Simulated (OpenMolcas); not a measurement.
# Eu²⁺ among point charges: CASSCF levels and susceptibility

How does a field of 6 point charges split the states of Eu²⁺, and what χT follows?

The numbers are computed with OpenMolcas 26.06 (state-averaged CASSCF, spin-orbit coupling by RASSI with atomic mean-field integrals), except any that are marked as measured or tabulated.

**1. What is computed**

```
Species                           : Eu²⁺ (europium, Z = 63, 61 electrons)
Basis                             : ANO-RCC-VTZP [8s7p5d3f2g1h], 104 functions
Scalar Hamiltonian                : DKH2, point nucleus
Inactive shells                   : 1s 2s 2p 3s 3p 3d 4s 4p 4d 5s 5p
Active space                      : 7 electrons in 7 orbitals (4f)
Some configurations of this space : 4f7
Orbitals                          : optimised for the highest spin of each parity, averaged over all roots
```

The outer shells:

4f7
```
4f [↑ ][↑ ][↑ ][↑ ][↑ ][↑ ][↑ ]
```

The ion sits among 6 point charges of -1.5 e arranged as a trigonal antiprism (D3d), 2.59 Å from the ion, with a polar angle of 48.2° against the regular 54.74°.

The work runs as a chain of OpenMolcas steps in one folder; each step below is one input file. Labels, J, g values, rates, χT and fits are worked out afterwards by a script from the matrices that RASSI stores. The input lists half of the charges; inversion (Group=XYZ) makes the rest.

**2. Basis and integrals**

Input file a.inp:

```
&GATEWAY
Coord
1

Eu 0.0 0.0 0.0
Basis=ANO-RCC-VTZP
Group=XYZ
NoMove
AngMom=0.0 0.0 0.0
AMFI
XField
3 Angstrom 0
0.000000 1.929798 1.727420 -1.500000
1.671254 -0.964899 1.727420 -1.500000
1.671254 0.964899 -1.727420 -1.500000
&SEWARD
```

Command:

```console
> OMP_NUM_THREADS=1 MOLCAS_MEM=2252 MOLCAS_PROJECT=a pymolcas a.inp > a.log
```

**3. Reference wave functions, octets of odd parity, 1 root**

Input file a.inp:

```
&RASSCF
FileOrb=start.orb
Symmetry=2
Spin=8
nActEl=7 0 0
Inactive=15 12
Ras2=0 7
CIRoot=1 1 1
SDav=1
CIMx=300
Iter=120 100
PrWF=0.3
OrbListing=Nothing
MaxOrb=0
>>> COPY $Project.JobIph JOB001
```

start.orb holds the contracted functions of the basis, ordered by shell, or the orbitals of the step before.

**4. CASSCF: sextets of odd parity, 48 roots**

Input file a.inp:

```
&RASSCF
FileOrb=start.orb
Symmetry=2
Spin=6
nActEl=7 0 0
Inactive=15 12
Ras2=0 7
CIRoot=48 48 1
SDav=48
CIMx=300
Iter=120 100
PrWF=0.3
OrbListing=Nothing
MaxOrb=0
CIOnly
>>> COPY $Project.JobIph JOB002
```

**5. RASSI: spin-orbit coupling between the states**

Input file a.inp:

```
&RASSI
NrOfJobIphs=2 1 21
1
1 2 3 4 5 6 7 8 9 10 11 12 13 14 15 16 17 18 19 20 21
IphNames
JOB001
JOB002
EJob
SpinOrbit
DIPRint=1.0
SOCoupling=1000.0
Subsets=2
Property=9
'ANGMOM' 1 'ANGMOM' 2 'ANGMOM' 3 'MLTPL  1' 1 'MLTPL  1' 2 'MLTPL  1' 3
'AMFI' 1 'AMFI' 2 'AMFI' 3
SOProperty=3
'ANGMOM' 1 'ANGMOM' 2 'ANGMOM' 3
```

**Question.** What will these runs give? Wanted: spin-free ground state; lowest level; next level.

As calculated:

```
                 quantity                               value
                   method                              CASSCF
   spin-free ground state     8A1, 1-fold in its orbital part
             lowest level  2-fold E1/2, g = 0.00, 0.00, 13.98
               next level                            1.5 cm⁻¹
              χT at 300 K                      7.86 cm³ K/mol
effective moment at 300 K                             7.93 μB
```

**Reading.** The spin-free ground state (8A1) comes to 100 % from free-ion S terms and keeps the highest spin of the shell. The sextets rest on orbitals optimised for another spin in at least one step, which raises them against the optimised states. Not all states of the active space went into the spin-orbit step. Terms of lower spin are left out of the spin-orbit mixing, so the small splitting that they give the half-filled shell's ground term is missing or unsound. High states of lower spin are left out of the spin-orbit mixing, and CASSCF puts spin-flip levels too high. Point charges carry no covalency, so the field is a model and not that of real ligands.
